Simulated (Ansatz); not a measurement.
This script makes a check of PAW against all-electron LAPW of SrC2, space group R-3m with Ansatz's Python interface.

The script reads `POSCAR`:
```text
SrC2
1.0
   2.51732560    1.45337861    2.30666239
  -2.51732560    1.45337861    2.30666239
   0.00000000   -2.90675723    2.30666239
Sr C
1 2
Direct
   0.00000000    0.00000000    0.00000000
   0.59155800    0.59155800    0.59155800
   0.40844200    0.40844200    0.40844200
```

`src2_paw_lapw.py`
```python
"""PAW against all-electron LAPW for SrC2."""

import ansatz as az
from ase.io import read
import numpy as np


def count_gap(report):
    # lowest empty less highest filled band, counting bands; zero where they overlap
    return max(report.get("gap_by_band_count_ev") or 0.0, 0.0)


def main() -> None:
    atoms = read("POSCAR", format="vasp")
    structure = az.Crystal.from_ase(atoms)

    calc = structure.calculation()
    calc = calc.kpoints(6, 6, 6)
    calc = calc.occupations("fixed")
    calc = calc.functional("lda")
    calc = calc.stress()
    calc = calc.forces()
    calc = calc.band_table()
    variants = {
        "PAW": calc.pseudopotentials("paw"),
        "LAPW": calc.pseudopotentials("all_electron", lapw=True),
    }
    # totals differ by the cores that each treatment holds, so compare what does not depend on them
    rows = []
    for label, variant in variants.items():
        r = variant.run(threads=1, backend="cpu").report
        levels = np.array(r["eigenvalues_ev"][0]) - r["fermi_energy_ev"]
        print(label, "levels at the first k-point near E_F:", np.round(levels[np.abs(levels) < 5], 3))
        rows.append((label, r["n_electrons"], np.trace(r["stress_gpa"]) / 3, float(np.abs(r["forces_ev_ang"]).max()), count_gap(r)))
    for row in rows:
        print("; ".join(f"{name} = {round(v, 4) if isinstance(v, float) else v}" for name, v in zip(["treatment", "electrons in bands", "P GPa", "max force component eV/A", "gap by band count eV"], row)))


if __name__ == "__main__":
    main()
```

How well do the two treatments of the cores agree on the pressure?

PAW gives -5.754 GPa and LAPW -5.759 GPa, 0.005 GPa apart. They took 0.8 and 31.2 s of processor time.

What the script printed:

Running `python src2_paw_lapw.py` prints:
```text
DeckWarning: basis.ecutwfc = 420 eV, auto-derived from the records' recommended cutoffs: set by Sr (normal level)
PAW levels at the first k-point near E_F: [-2.525 -2.29  -0.805 -0.805  1.636  1.636]
LAPW levels at the first k-point near E_F: [-2.528 -2.293 -0.808 -0.808  1.633  1.633]
treatment = PAW; electrons in bands = 18.0; P GPa = -5.754; max force component eV/A = 0.525; gap by band count eV = 1.6357
treatment = LAPW; electrons in bands = 40.0; P GPa = -5.7592; max force component eV/A = 0.5323; gap by band count eV = 1.6327
```
(Warnings from the package without file and line.)

Notes:
- Semilocal gaps usually lie well under measured ones.
- The computed bands are complete only to about 5.1 eV above the Fermi level.
- The Fermi level of a run with fixed occupations marks the highest occupied state on its mesh, not mid-gap.
- At these settings the cell as given stands under about -6 GPa, so it isn't at this functional's equilibrium volume.
- This cell is a computed structure, which may not be the phase found in nature.
- Levels are Kohn-Sham eigenvalues on this mesh, without spin-orbit coupling.
- Pressure is positive in compression; the treatments may keep other shells as core, so totals and counts of electrons can differ.
- Hardware and time: 33 s on 1 thread of Intel(R) Xeon(R) Processor @ 2.30GHz (shared host), peak memory 0.91 GiB.
